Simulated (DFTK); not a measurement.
# HPbNO4 (P1) in DFTK: settings compared, part 2 of 2

DFTK 0.8.2. The steps go on from the part before.

### Step 4. Band structure, LDA

run.jl

```julia
using DFTK
using PseudoPotentialData
using Unitful, UnitfulAtomic
using LinearAlgebra, Printf
include("save.jl")
setup_threading()

lines = readlines("HPbNO4.cif")
tag(name) = parse(Float64, split(only(filter(startswith(name), lines)))[2])
a, b, c = tag.(["_cell_length_a", "_cell_length_b", "_cell_length_c"])
α, β, γ = deg2rad.(tag.(["_cell_angle_alpha", "_cell_angle_beta", "_cell_angle_gamma"]))
cx, cy  = cos(β), (cos(α) - cos(β) * cos(γ)) / sin(γ)
lattice = austrip(1u"Å") * [a b*cos(γ) c*cx; 0 b*sin(γ) c*cy; 0 0 c*sqrt(1 - cx^2 - cy^2)]
sites     = split.(lines[findlast(startswith("_atom_site_"), lines)+1:end])
symbols   = [Symbol(s[2]) for s in sites]
positions = [parse.(Float64, s[5:7]) for s in sites]
pseudopotentials = PseudoFamily("dojo.nc.sr.lda.v0_4_1.standard.upf")
elements = Dict(s => ElementPsp(s, pseudopotentials) for s in unique(symbols))
atoms    = [elements[s] for s in symbols]

build_model(lattice, positions; symmetries=true) =
    model_DFT(lattice, atoms, positions;
              functionals=LDA(),
              temperature=austrip(0.05u"eV"),
              smearing=Smearing.FermiDirac(),
              symmetries)
Ecut  = 42.0  # hartree
kgrid = [4, 3, 3]
tol   = 1e-6
to_GPa = ustrip(uconvert(u"GPa", 1u"hartree/bohr^3"))

model = build_model(lattice, positions)
basis = PlaneWaveBasis(model; Ecut, kgrid)
display(basis)
scfres = self_consistent_field(basis;
                               tol,
                               nbandsalg=AdaptiveBands(model; n_bands_converge=28))
display(scfres.energies)
@printf "Fermi level: %.6f eV\n" ustrip(auconvert(u"eV", something(scfres.εF, NaN)))
forces = compute_forces_cart(scfres)
println("Forces (eV/Å)")
for (s, f) in zip(symbols, forces)
    @printf "%-3s %12.6f %12.6f %12.6f\n" s ustrip.(auconvert.(u"eV/Å", f))...
end
stress = compute_stresses_cart(scfres)
println("Stress (GPa)")
display(round.(stress * to_GPa; digits=4))
println("Levels at the first k-point (eV): ", round.(ustrip.(auconvert.(u"eV", scfres.eigenvalues[1][1:scfres.n_bands_converge])); digits=4))
save_scf!(scfres; forces, stress)

points = Dict("G" => [0.0, 0.0, 0.0], "L" => [0.5, -0.5, 0.0], "M" => [0.0, 0.0, -0.5], "N" => [0.5, 0.5, -0.5], "R" => [0.5, 0.0, -0.5], "X" => [0.5, 0.0, 0.0], "Y" => [0.0, -0.5, 0.0], "Z" => [0.0, 0.5, -0.5])
segments = [("X", "G", 7), ("G", "Y", 5), ("L", "G", 8), ("G", "Z", 5), ("N", "G", 8), ("G", "M", 4), ("R", "G", 8)]
kcoords = vcat([[points[a] + t * (points[b] - points[a]) for t in range(0, 1, n)] for (a, b, n) in segments]...)
bands = compute_bands(scfres, ExplicitKpoints(kcoords); n_bands=30, tol=1e-5)
for (k, ε) in zip(bands.basis.kpoints, bands.eigenvalues)
    @printf "%d %8.4f %8.4f %8.4f " k.spin k.coordinate...
    println(join([@sprintf("%9.4f", e) for e in ustrip.(auconvert.(u"eV", ε .- scfres.εF))]))
end
results["band_energies"] = rows(bands.eigenvalues); results["band_kpoints"] = rows(kcoords)
```

HPbNO4.cif

```cif
data_HPbNO4
_cell_length_a 3.85777603
_cell_length_b 5.53522787
_cell_length_c 6.05538232
_cell_angle_alpha 106.62086844
_cell_angle_beta 93.97467201
_cell_angle_gamma 90.44540855
_space_group_name_H-M_alt 'P1'
_space_group_name_Hall 'P 1'
_space_group_IT_number 1
loop_
_space_group_symop_operation_xyz
'x,y,z'
loop_
_atom_site_label
_atom_site_type_symbol
_atom_site_symmetry_multiplicity
_atom_site_Wyckoff_symbol
_atom_site_fract_x
_atom_site_fract_y
_atom_site_fract_z
_atom_site_occupancy
H1 H 1 a 0.1091300000 0.6571800000 0.5446300000 1
Pb1 Pb 1 a 0.6102900000 0.5212700000 0.1510000000 1
N1 N 1 a 0.9158000000 0.9626300000 0.9586700000 1
O1 O 1 a 0.0138400000 0.1363900000 0.8808400000 1
O2 O 1 a 0.7239800000 0.0105700000 0.1285800000 1
O3 O 1 a 0.0038900000 0.7373200000 0.8704300000 1
O4 O 1 a 0.1192700000 0.5932400000 0.3765100000 1
```

Potentials or basis: dojo.nc.sr.lda.v0_4_1.standard.upf (LDA).

Command:

```
julia --threads=4 run.jl  # save.jl only writes the numbers to a file and isn't shown; printed stress counts tension as positive; times include loading and compiling
```

Output:

```text
PlaneWaveBasis discretization:

    Ecut                 : 42.0 Ha
    fft_size             : (45, 64, 72), 207360 total points
    kgrid                : MonkhorstPack([4, 3, 3])
[... 68 lines left out ...]
1   0.5000   0.0000   0.0000  -26.9290 -21.5680 -21.3843 -18.6433 -16.3864 -16.3754 -16.3327 -16.2425 -15.9811 -10.8067  -9.5561  -8.7755  -8.6053  -7.7783  -6.5308  -4.3144  -3.7092  -3.4159  -3.0760  -2.0489  -1.9219  -1.8633   1.6190   3.3752   3.9162   4.6968   6.1998   7.3238   7.8850   8.9362
1   0.4167   0.0000   0.0000  -26.9316 -21.5686 -21.3811 -18.6423 -16.3863 -16.3757 -16.3303 -16.2524 -15.9931 -10.8231  -9.5243  -8.7792  -8.6075  -7.8227  -6.3902  -4.3325  -3.7007  -3.4038  -3.0952  -2.0636  -1.9557  -1.8641   1.6381   3.4313   3.9379   4.5637   6.1433   7.3158   7.9669   9.0026
1   0.3333   0.0000   0.0000  -26.9387 -21.5704 -21.3724 -18.6400 -16.3854 -16.3761 -16.3240 -16.2774 -16.0273 -10.8646  -9.4422  -8.7869  -8.6137  -7.9094  -6.0282  -4.3813  -3.6762  -3.3695  -3.1536  -2.1228  -2.0405  -1.8636   1.6880   3.5790   3.9942   4.2480   5.9868   7.3519   8.0795   9.0058
1   0.2500   0.0000   0.0000  -26.9484 -21.5732 -21.3603 -18.6375 -16.3818 -16.3766 -16.3156 -16.3071 -16.0784 -10.9152  -9.3395  -8.7918  -8.6229  -7.9827  -5.5376  -4.4470  -3.6354  -3.3201  -3.2522  -2.2894  -2.0974  -1.8650   1.7527   3.5746   4.0372   4.1076   5.8324   7.4305   8.0820   8.7753
1   0.1667   0.0000   0.0000  -26.9581 -21.5761 -21.3482 -18.6360 -16.3768 -16.3728 -16.3311 -16.3073 -16.1379 -10.9606  -9.2453  -8.7930  -8.6324  -8.0260  -4.9953  -4.5116  -3.5722  -3.3935  -3.2644  -2.5350  -2.1325  -1.8698   1.8218   3.2086   4.1203   4.2712   5.8391   7.5209   7.9728   8.6367
1   0.0833   0.0000   0.0000  -26.9651 -21.5784 -21.3392 -18.6356 -16.3770 -16.3615 -16.3405 -16.3013 -16.1927 -10.9914  -9.1791  -8.7967  -8.6371  -8.0439  -4.5612  -4.4878  -3.5756  -3.4692  -3.2206  -2.8118  -2.1548  -1.8755   1.8900   2.8772   4.1684   4.3785   6.0522   7.6007   7.8819   8.5544
[... 37 lines left out ...]
1   0.0714   0.0000  -0.0714  -26.9658 -21.5786 -21.3385 -18.6356 -16.3770 -16.3607 -16.3400 -16.3007 -16.1984 -11.0016  -9.1692  -8.7980  -8.6299  -8.0310  -4.5758  -4.5057  -3.6045  -3.3879  -3.2101  -2.8386  -2.1608  -1.8731   1.8762   2.8309   4.1714   4.4444   6.0521   7.6146   7.8549   8.5336
1   0.0000   0.0000   0.0000  -26.9677 -21.5792 -21.3359 -18.6355 -16.3770 -16.3600 -16.3351 -16.2991 -16.2185 -11.0022  -9.1548  -8.8002  -8.6376  -8.0478  -4.5765  -4.2222  -3.7031  -3.3964  -3.1965  -2.9786  -2.1626  -1.8781   1.9256   2.7423   4.1844   4.3989   6.1997   7.6185   7.8907   8.5149
```

It took 7 min on 4 threads of Intel Xeon 6975P-C (Granite Rapids), shared host; peak memory 5 GiB.

What came out:

```yaml
Free_energy: -4002.2915 eV
Pressure: -4.3 GPa
Largest_force: 0.840 eV/Å
Band_gap_on_the_k_mesh: 3.16 eV, indirect (least direct gap 3.25 eV)
Band_gap_along_the_path: 3.06 eV, indirect (least direct gap 3.12 eV)
```

Forces on the atoms (eV/Å):
```
H   -0.040  0.007  0.205
Pb   0.134  0.007  0.148
N    0.013  0.065  0.023
O   -0.270 -0.652  0.455
O    0.412 -0.010 -0.644
O   -0.214  0.581  0.309
O   -0.036  0.003 -0.497
```

Stress tensor (GPa, compression positive):
```
-4.49 -0.04  1.10
-0.04 -4.94 -0.03
 1.10 -0.03 -3.60
```

Levels at the corners of the path, in eV from the valence-band top:
```tsv
point	band 19	band 20	band 21	band 22	band 23	band 24	band 25	band 26
X	-1.59	-0.56	-0.43	-0.38	3.11	4.86	5.40	6.18
Γ	-1.71	-1.49	-0.67	-0.39	3.41	4.23	5.67	5.89
Y	-1.50	-1.14	-0.86	-0.56	3.47	4.19	4.54	7.40
L	-1.60	-0.63	-0.49	-0.06	3.14	4.77	5.26	6.21
Γ	-1.71	-1.49	-0.67	-0.39	3.41	4.23	5.67	5.89
Z	-1.56	-1.01	-0.83	-0.54	3.44	3.91	4.52	7.35
N	-1.57	-0.64	-0.56	0.00	3.12	4.74	5.54	6.04
Γ	-1.71	-1.49	-0.67	-0.39	3.41	4.23	5.67	5.89
M	-1.53	-1.27	-0.71	-0.37	3.21	3.69	5.65	7.02
R	-1.61	-0.57	-0.50	-0.39	3.06	5.14	5.40	6.06
Γ	-1.71	-1.49	-0.67	-0.39	3.41	4.23	5.67	5.89
```

Caveat: spin-orbit coupling is left out, which as a rule narrows the gap of such compounds by several tenths of an eV; the mesh misses the band edges, which the band path finds closer together.

### Step 5. Band structure, TASK

run.jl, as its differences from that of step 4:

```diff
@@ -4,2 +4,3 @@
 using LinearAlgebra, Printf
+using AtomsBase
 include("save.jl")
@@ -7,13 +8,18 @@
 
-lines = readlines("HPbNO4.cif")
-tag(name) = parse(Float64, split(only(filter(startswith(name), lines)))[2])
-a, b, c = tag.(["_cell_length_a", "_cell_length_b", "_cell_length_c"])
-α, β, γ = deg2rad.(tag.(["_cell_angle_alpha", "_cell_angle_beta", "_cell_angle_gamma"]))
-cx, cy  = cos(β), (cos(α) - cos(β) * cos(γ)) / sin(γ)
-lattice = austrip(1u"Å") * [a b*cos(γ) c*cx; 0 b*sin(γ) c*cy; 0 0 c*sqrt(1 - cx^2 - cy^2)]
-sites     = split.(lines[findlast(startswith("_atom_site_"), lines)+1:end])
-symbols   = [Symbol(s[2]) for s in sites]
-positions = [parse.(Float64, s[5:7]) for s in sites]
-pseudopotentials = PseudoFamily("dojo.nc.sr.lda.v0_4_1.standard.upf")
-elements = Dict(s => ElementPsp(s, pseudopotentials) for s in unique(symbols))
+cell = [[3.85404, 0.14384, 0.09012],
+        [-0.2532, 5.52698, 0.16471],
+        [-0.48197, -1.9272, 5.72025]]u"Å"
+system = periodic_system([:H => [0.10913, 0.65718, 0.54463],
+                          :Pb => [0.61029, 0.52127, 0.151],
+                          :N => [0.9158, 0.96263, 0.95867],
+                          :O => [0.01384, 0.13639, 0.88084],
+                          :O => [0.72398, 0.01057, 0.12858],
+                          :O => [0.00389, 0.73732, 0.87043],
+                          :O => [0.11927, 0.59324, 0.37651]],
+                         cell; fractional=true)
+lattice   = austrip.(hcat(cell_vectors(system)...))
+symbols   = atomic_symbol(system, :) .|> Symbol
+positions = [lattice \ austrip.(position(system, i)) for i in 1:length(system)]
+pseudopotentials = Dict(:H => "H.upf", :N => "N.upf", :O => "O.upf", :Pb => "Pb.upf")
+elements = Dict(s => ElementPsp(s, pseudopotentials; rcut=10.0) for s in unique(symbols))
 atoms    = [elements[s] for s in symbols]
@@ -22,3 +28,3 @@
     model_DFT(lattice, atoms, positions;
-              functionals=LDA(),
+              functionals=[:mgga_x_task, :lda_c_pw],
               temperature=austrip(0.05u"eV"),
@@ -26,3 +32,3 @@
               symmetries)
-Ecut  = 42.0  # hartree
+Ecut  = 47.0  # hartree
 kgrid = [4, 3, 3]
```

Potentials or basis: in-house norm-conserving set (r2SCAN, scalar relativistic).

Command:

```
julia --threads=4 run.jl  # save.jl only writes the numbers to a file and isn't shown; printed stress counts tension as positive; times include loading and compiling
```

It took 41 min on 4 threads of Intel Xeon Platinum 8559C (Emerald Rapids), shared host; peak memory 5 GiB.

The run converged. Its results:

```yaml
Free_energy: -4518.6710 eV
Pressure: 1.3 GPa
Largest_force: 1.416 eV/Å
Band_gap_on_the_k_mesh: 3.99 eV, indirect (least direct gap 4.04 eV)
Band_gap_along_the_path: 3.91 eV, indirect (least direct gap 3.95 eV)
```

Forces in eV/Å, atoms in the order of the input:
```
H    0.228 -0.020 -1.378
Pb   0.023  0.005  0.053
N    0.055 -0.022 -0.123
O   -0.341 -1.068  0.132
O    0.715  0.103 -0.621
O   -0.459  0.988  0.539
O   -0.221  0.014  1.399
```

Stress tensor (GPa, compression positive):
```
 2.49 -0.03  1.05
-0.03  1.11  0.07
 1.05  0.07  0.30
```

Levels at the corners of the path, in eV from the valence-band top:
| point | band 19 | band 20 | band 21 | band 22 | band 23 | band 24 | band 25 | band 26 |
| --- | --- | --- | --- | --- | --- | --- | --- | --- |
| X | -1.73 | -0.58 | -0.41 | -0.32 | 3.95 | 6.76 | 7.20 | 7.91 |
| Γ | -1.85 | -1.52 | -0.68 | -0.39 | 4.12 | 5.98 | 7.45 | 8.30 |
| Y | -1.54 | -1.21 | -0.81 | -0.52 | 4.17 | 6.05 | 6.38 | 9.38 |
| L | -1.74 | -0.62 | -0.48 | -0.04 | 3.97 | 6.53 | 7.15 | 7.99 |
| Γ | -1.85 | -1.52 | -0.68 | -0.39 | 4.12 | 5.98 | 7.45 | 8.30 |
| Z | -1.58 | -1.11 | -0.80 | -0.49 | 4.15 | 5.80 | 6.41 | 9.48 |
| N | -1.72 | -0.61 | -0.55 | 0.00 | 3.95 | 6.52 | 7.39 | 7.89 |
| Γ | -1.85 | -1.52 | -0.68 | -0.39 | 4.12 | 5.98 | 7.45 | 8.30 |
| M | -1.55 | -1.37 | -0.71 | -0.37 | 4.06 | 5.56 | 7.44 | 8.82 |
| R | -1.75 | -0.59 | -0.44 | -0.36 | 3.91 | 7.08 | 7.19 | 7.82 |
| Γ | -1.85 | -1.52 | -0.68 | -0.39 | 4.12 | 5.98 | 7.45 | 8.30 |

Caveat: the program warned that the kinetic-energy density falls under its von Weizsäcker bound, which can give unphysical results; the potentials were made for another functional, which shifts forces and pressure; spin-orbit coupling is left out, which as a rule narrows the gap of such compounds by several tenths of an eV; the mesh misses the band edges, which the band path finds closer together.

### Step 6. Band structure, PBE

run.jl, as its differences from that of step 5:

```diff
@@ -4,3 +4,2 @@
 using LinearAlgebra, Printf
-using AtomsBase
 include("save.jl")
@@ -8,18 +7,16 @@
 
-cell = [[3.85404, 0.14384, 0.09012],
-        [-0.2532, 5.52698, 0.16471],
-        [-0.48197, -1.9272, 5.72025]]u"Å"
-system = periodic_system([:H => [0.10913, 0.65718, 0.54463],
-                          :Pb => [0.61029, 0.52127, 0.151],
-                          :N => [0.9158, 0.96263, 0.95867],
-                          :O => [0.01384, 0.13639, 0.88084],
-                          :O => [0.72398, 0.01057, 0.12858],
-                          :O => [0.00389, 0.73732, 0.87043],
-                          :O => [0.11927, 0.59324, 0.37651]],
-                         cell; fractional=true)
-lattice   = austrip.(hcat(cell_vectors(system)...))
-symbols   = atomic_symbol(system, :) .|> Symbol
-positions = [lattice \ austrip.(position(system, i)) for i in 1:length(system)]
-pseudopotentials = Dict(:H => "H.upf", :N => "N.upf", :O => "O.upf", :Pb => "Pb.upf")
-elements = Dict(s => ElementPsp(s, pseudopotentials; rcut=10.0) for s in unique(symbols))
+# lattice vectors are the columns
+lattice = austrip(1u"Å") * [       3.85404        -0.2532       -0.48197;
+                  0.14384        5.52698        -1.9272;
+                  0.09012        0.16471        5.72025]
+symbols   = [:H, :Pb, :N, :O, :O, :O, :O]
+positions = [[0.10913, 0.65718, 0.54463],
+             [0.61029, 0.52127, 0.151],
+             [0.9158, 0.96263, 0.95867],
+             [0.01384, 0.13639, 0.88084],
+             [0.72398, 0.01057, 0.12858],
+             [0.00389, 0.73732, 0.87043],
+             [0.11927, 0.59324, 0.37651]]
+pseudopotentials = PseudoFamily("dojo.nc.sr.pbe.v0_4_1.standard.upf")
+elements = Dict(s => ElementPsp(s, pseudopotentials) for s in unique(symbols))
 atoms    = [elements[s] for s in symbols]
@@ -28,3 +25,3 @@
     model_DFT(lattice, atoms, positions;
-              functionals=[:mgga_x_task, :lda_c_pw],
+              functionals=PBE(),
               temperature=austrip(0.05u"eV"),
@@ -32,4 +29,4 @@
               symmetries)
-Ecut  = 47.0  # hartree
-kgrid = [4, 3, 3]
+Ecut  = 42.0  # hartree
+kgrid = [5, 3, 3]
 tol   = 1e-6
```

Potentials or basis: dojo.nc.sr.pbe.v0_4_1.standard.upf (PBE).

Command:

```
julia --threads=4 run.jl  # save.jl only writes the numbers to a file and isn't shown; printed stress counts tension as positive; times include loading and compiling
```

Wall time 18 min (4 threads of Intel Xeon Platinum 8259CL at 2.50GHz (Skylake/Cascade Lake), shared host); peak memory 5.6 GiB.

Results (log left out):

```yaml
Free_energy: -4009.8483 eV
Pressure: 0.0 GPa
Largest_force: 0.209 eV/Å
Band_gap_on_the_k_mesh: 3.19 eV, indirect (least direct gap 3.29 eV)
Band_gap_along_the_path: 3.10 eV, indirect (least direct gap 3.16 eV)
```

Forces in eV/Å, atoms in the order of the input:
```
H    0.024 -0.006 -0.161
Pb  -0.031 -0.002 -0.040
N    0.014  0.004 -0.013
O    0.007  0.023 -0.002
O   -0.027 -0.001  0.024
O    0.010 -0.024 -0.013
O    0.004  0.006  0.208
```

Stress tensor (GPa, compression positive):
```
 0.13  0.01  0.07
 0.01  0.01  0.02
 0.07  0.02 -0.14
```

Levels at the corners of the path, in eV from the valence-band top:
| point | band 18 | band 19 | band 20 | band 21 | band 22 | band 23 | band 24 | band 25 | band 26 | band 27 |
| --- | --- | --- | --- | --- | --- | --- | --- | --- | --- | --- |
| X | -1.94 | -1.61 | -0.59 | -0.48 | -0.36 | 3.15 | 4.96 | 5.54 | 6.28 | 7.83 |
| Γ | -1.91 | -1.73 | -1.50 | -0.70 | -0.45 | 3.43 | 4.34 | 5.79 | 6.00 | 7.83 |
| Y | -1.90 | -1.51 | -1.16 | -0.88 | -0.60 | 3.49 | 4.31 | 4.65 | 7.50 | 7.84 |
| L | -2.00 | -1.63 | -0.66 | -0.54 | -0.06 | 3.18 | 4.88 | 5.35 | 6.31 | 8.60 |
| Γ | -1.91 | -1.73 | -1.50 | -0.70 | -0.45 | 3.43 | 4.34 | 5.79 | 6.00 | 7.83 |
| Z | -1.87 | -1.56 | -1.04 | -0.85 | -0.59 | 3.46 | 4.03 | 4.65 | 7.46 | 7.95 |
| N | -2.09 | -1.59 | -0.68 | -0.59 | 0.00 | 3.16 | 4.86 | 5.64 | 6.15 | 8.59 |
| Γ | -1.91 | -1.73 | -1.50 | -0.70 | -0.45 | 3.43 | 4.34 | 5.79 | 6.00 | 7.83 |
| M | -1.75 | -1.54 | -1.30 | -0.74 | -0.42 | 3.26 | 3.79 | 5.78 | 7.16 | 8.34 |
| R | -1.93 | -1.63 | -0.60 | -0.51 | -0.42 | 3.10 | 5.25 | 5.53 | 6.14 | 8.10 |
| Γ | -1.91 | -1.73 | -1.50 | -0.70 | -0.45 | 3.43 | 4.34 | 5.79 | 6.00 | 7.83 |

Caveat: spin-orbit coupling is left out, which as a rule narrows the gap of such compounds by several tenths of an eV; the mesh misses the band edges, which the band path finds closer together.

### Step 7. The reference run

An earlier run on the cell as given: functional PBE; potentials or basis dojo.nc.sr.pbe.v0_4_1.standard.upf (PBE); cutoff 1143 eV; k mesh 7 × 5 × 5; occupations fermi-dirac, width 0.05 eV; no spin polarisation.

- Pressure: 0.0 GPa
- Largest force: 0.209 eV/Å
- Band gap on the k mesh: 3.13 eV, indirect (least direct gap 3.22 eV)

### Step 8. The runs side by side

| task | level | potentials or basis | k mesh | cutoff (eV) | gap on the mesh (eV) | pressure (GPa) | largest force (eV/Å) |
| --- | --- | --- | --- | --- | --- | --- | --- |
| band structure | PBE | dojo.nc.sr.pbe.v0_4_1.standard.upf (PBE) | 4 × 3 × 3 | 1143 | 3.20 | 0.0 | 0.21 |
| band structure | r2SCAN | in-house norm-conserving set (r2SCAN, scalar relativistic) | 4 × 3 × 3 | 1279 | 3.55 | -2.6 | 0.70 |
| band structure | LDA | dojo.nc.sr.lda.v0_4_1.standard.upf (LDA) | 4 × 3 × 3 | 1143 | 3.16 | -4.3 | 0.84 |
| band structure | TASK | in-house norm-conserving set (r2SCAN, scalar relativistic) | 4 × 3 × 3 | 1279 | 3.99 | 1.3 | 1.42 |
| band structure | PBE | dojo.nc.sr.pbe.v0_4_1.standard.upf (PBE) | 5 × 3 × 3 | 1143 | 3.19 | 0.0 | 0.21 |
| single point | PBE | dojo.nc.sr.pbe.v0_4_1.standard.upf (PBE) | 7 × 5 × 5 | 1143 | 3.13 | 0.0 | 0.21 |

Alike in all rows: no spin polarisation; cell as given; smearing fermi-dirac 0.05 eV.

Caveats: spin-orbit coupling is left out, which as a rule narrows the gap of such compounds by several tenths of an eV; the mesh misses the band edges, which the band path finds closer together (some runs); the program warned that the kinetic-energy density falls under its von Weizsäcker bound, which can give unphysical results (some runs); the potentials were made for another functional, which shifts forces and pressure (some runs); an odd mesh through Γ misses points on the zone boundary, where band edges often lie (some runs).

Total energies depend on the potentials used, so only differences within one code and one set of settings carry meaning.
